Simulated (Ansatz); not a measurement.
**HfSn3O8: the band gap up the ladder of functionals**

One table from this session's results is given with a row withheld; the runs are named, their logs left out.

Code: Ansatz 0.2.0. PAW datasets, plane waves. (Calculated; spin-unpolarised; the phase may be known or hypothetical.)

## Starting point

The cell was relaxed beforehand with r2SCAN.

Space group Pmm2 (No. 25), orthorhombic; conventional cell a = 3.517 Å, b = 7.206 Å, c = 5.382 Å, 11.37 Å³ an atom. Sn has 4 O at 2.02–2.04 Å; Sn has 4 O at 2.01–2.02 Å; O has 2 Sn at 2.03 Å; O has 1 Sn at 2.01 Å and 1 Hf at 2.06 Å; O has 2 Sn at 2.02 Å.

Coordinates:

```cif
data_structure
_symmetry_space_group_name_H-M 'Pmm2'
_symmetry_Int_Tables_number 25
_cell_length_a 3.5174
_cell_length_b 7.2056
_cell_length_c 5.3821
_cell_angle_alpha 90.000
_cell_angle_beta 90.000
_cell_angle_gamma 90.000
_cell_volume 136.41
loop_
_atom_site_label
_atom_site_type_symbol
_atom_site_symmetry_multiplicity
_atom_site_Wyckoff_symbol
_atom_site_fract_x
_atom_site_fract_y
_atom_site_fract_z
_atom_site_occupancy
Sn1 Sn 2 h 0.50000 0.25186 0.49540 1
Sn2 Sn 1 a 0.00000 0.00000 0.01135 1
O1 O 1 c 0.50000 0.00000 0.32672 1
O2 O 2 g 0.00000 0.24884 0.17966 1
O3 O 2 g 0.00000 0.25874 0.68022 1
O4 O 1 c 0.50000 0.00000 0.82520 1
Hf1 Hf 1 b 0.00000 0.50000 0.99606 1
O5 O 1 d 0.50000 0.50000 0.31238 1
O6 O 1 d 0.50000 0.50000 0.81774 1
```

The first run:

input.yaml reads:

```yaml
crystal:
  lattice:
    - [3.517423084, 0.0, 0.0]
    - [0.0, 7.2055609189, 0.0]
    - [0.0, 0.0, 5.3820899151]
  atoms:
    - { symbol: Sn, position: [0.5, 0.2518572305, 0.4953965854] }
    - { symbol: Sn, position: [0.0, 0.0, 0.0113460138] }
    - { symbol: O, position: [0.5, 0.0, 0.3267243746] }
    - { symbol: O, position: [0.0, 0.2488423073, 0.1796588085] }
    - { symbol: O, position: [0.0, 0.2587361262, 0.6802209752] }
    - { symbol: O, position: [0.5, 0.0, 0.8251994319] }
    - { symbol: Sn, position: [0.5, 0.7481427695, 0.4953965854] }
    - { symbol: Hf, position: [0.0, 0.5, -0.0039359084] }
    - { symbol: O, position: [0.5, 0.5, 0.3123782022] }
    - { symbol: O, position: [0.0, 0.7511576927, 0.1796588085] }
    - { symbol: O, position: [0.0, 0.7412638738, 0.6802209752] }
    - { symbol: O, position: [0.5, 0.5, 0.8177351478] }
kpoints:
  mp_grid: { grid: [8, 4, 6] }
  band_path:
    path:
      - [[0.0, 0.0, 0.0], [0.5, 1.558013525451e-18, 2.203321365959e-18], [0.5, 0.5, 2.203321365959e-18], [-5.975760996089e-35, 0.5, -3.779464040895e-34], [0.0, 0.0, 0.0], [1.134898828428e-35, -3.375548562077e-50, 0.5], [0.5, 1.558013525451e-18, 0.5], [0.5, 0.5, 0.5], [-1.112595199949e-34, 0.5, 0.5], [1.134898828428e-35, -3.375548562077e-50, 0.5]]
      - [[0.5, 1.558013525451e-18, 2.203321365959e-18], [0.5, 1.558013525451e-18, 0.5]]
      - [[-5.975760996089e-35, 0.5, -3.779464040895e-34], [-1.112595199949e-34, 0.5, 0.5]]
      - [[0.5, 0.5, 2.203321365959e-18], [0.5, 0.5, 0.5]]
    npoints: 10
hamiltonian:
  xc: pbe
scf:
  occupations: { method: fermi_dirac, width: 0.02 }
  n_extra_bands: 7
output:
  forces: true
  stress: true
  eigenvalues: true
```

Among the steps run: Band structure with PBE; r2SCAN at the same geometry; HSE06 at the same geometry; PBE+SOC at the same geometry; PBE0.

One table of the session follows, with a row left open; its other results are not shown here.

```
  level  gap (eV)
    PBE      1.80
 r2SCAN         ?
  HSE06      3.25
PBE+SOC      1.81
   PBE0      3.97
```

**Question.** Estimate the row for r2SCAN.

As computed: gap (eV): 2.37. In the column «gap (eV)» it lies between PBE+SOC (1.81) and HSE06 (3.25).

Meshes: PBE 8×4×6, r2SCAN 8×4×6, HSE06 4×2×4, PBE+SOC 8×4×6, PBE0 4×2×4

In words: PBE gives the least gap, 1.80 eV, and PBE0 the largest, 3.97 eV. PBE reaches 55 % of the HSE06 value, and r2SCAN 73 %. PBE0 lies 0.72 eV above HSE06, which differs from it by screening the long-range exchange.

To keep in mind: Warnings in the runs' records: stress scf threshold loose, stress exchange threshold loose.
